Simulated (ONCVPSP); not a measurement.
# Pseudopotential generation for Os: ONCV, PBE

Task: generate the file, and judge it by its errors in other configurations, its logarithmic derivatives, its ghosts and its cutoff.

The numbers are computed with ONCVPSP 4.0.1 (PBE, scalar-relativistic, spin-unpolarised reference atom).

## 1. The atom and the settings

The settings as typed:

```
element                 : osmium (Os, Z = 76)
type                    : optimised norm-conserving Vanderbilt (ONCV)
frozen core             : [Kr] 4d10 4f14
valence charge          : 16
reference configuration : 5s2 5p6 5d6 6s2
partial waves           : 5s+6s: rc 1.40 bohr, ncon 4, nbas 9, qcut 7 1/bohr, 2 projectors; 5p: rc 1.85 bohr, ncon 4, nbas 8, qcut 9.2 1/bohr, 2 projectors, debl 3.2 Ha; 5d: rc 2.40 bohr, ncon 4, nbas 9, qcut 5.3 1/bohr, 2 projectors, debl 0.4 Ha
local potential         : polynomial inside 1.30 bohr (lpopt 5, dvloc0 -1 Ha)
core correction         : Teter function, fcfact 3.5, rcfact 1.6
```

## 2. Generating the potential

File Os.dat:

```
# ATOM AND REFERENCE CONFIGURATION
# atsym  z   nc   nv     iexc    psfile
  Os 76.00   10    4        4      upf
#
#   n    l    f
    1    0    2.00
    2    0    2.00
    2    1    6.00
    3    0    2.00
    3    1    6.00
    3    2   10.00
    4    0    2.00
    4    1    6.00
    4    2   10.00
    4    3   14.00
    5    0    2.00
    5    1    6.00
    5    2    6.00
    6    0    2.00
#
# PSEUDOPOTENTIAL AND OPTIMIZATION
# lmax
    2
#
#   l,   rc,      ep,       ncon, nbas, qcut
    0    1.40    0.00    4    9    7.00
    1    1.85    0.00    4    8    9.20
    2    2.40    0.00    4    9    5.30
#
# LOCAL POTENTIAL
# lloc, lpopt,  rc(5),   dvloc0
    4    5    1.30   -1.00
#
# VANDERBILT-KLEINMAN-BYLANDER PROJECTORs
# l, nproj, debl
    0    2    2.70
    1    2    3.20
    2    2    0.40
#
# MODEL CORE CHARGE
# icmod, fcfact, rcfact
    3    3.50    1.60
#
# LOG DERIVATIVE ANALYSIS
# epsh1, epsh2, depsh
   -5.00    5.00    0.04
#
# OUTPUT GRID
# rlmax, drl
    6.00    0.01
#
# TEST CONFIGURATIONS
# ncnf
    4
# nvcnf
#   n    l    f
    4
    5    0    2.00
    5    1    6.00
    5    2    6.00
    6    0    1.00
#
    4
    5    0    2.00
    5    1    6.00
    5    2    6.00
    6    0    0.00
#
    4
    5    0    2.00
    5    1    6.00
    5    2    5.00
    6    0    0.00
#
    4
    5    0    2.00
    5    1    6.00
    5    2    7.00
    6    0    1.00
#
```

Started as:

```sh
$ oncvpsp.x < Os.dat > Os.out
```

Before running it: what results should come out? Wanted: cutoffs for 1 and 0.1 mHa per electron, occupied waves; bound ghosts; GHOST(+) flags; largest test error; largest phase difference near zero energy, channels read; rms error of d²Exc/dn², without and with the model core.

As calculated:

```
                                                quantity                         value
  cutoffs for 1 and 0.1 mHa per electron, occupied waves               23 Ha and 78 Ha
                                            bound ghosts                    none found
                                          GHOST(+) flags                   s at 213 eV
                            largest test error (AE − PS)  -31 meV, for 5s2 5p6 5d5 6s0
largest phase difference near zero energy, channels read                     0.000 rad
 rms error of d²Exc/dn², without and with the model core             6.03 and 1.69 mHa
```

What this shows: By total energies transferability is fair: the largest error is 31 meV on 55.3 eV, for 5s2 5p6 5d5 6s0. That test lies far up in energy; among those under 40 eV, nearer to bonding, the largest error is 19 meV. It counts as of middling hardness, with 23 Ha needed at the looser tolerance. The tighter tolerance needs 78 Ha, and converged work needs a cutoff nearer that. It is free of bound ghosts as far as tested. Near zero energy the phases of the channels with partial waves agree within 0.001 rad. The program also flags highly localised states, GHOST(+) (s). Note that the frozen 4f shell (-52 eV) lies higher than the valence 5s shell (-92 eV). These are tests on the free atom; a crystal test is still owed.
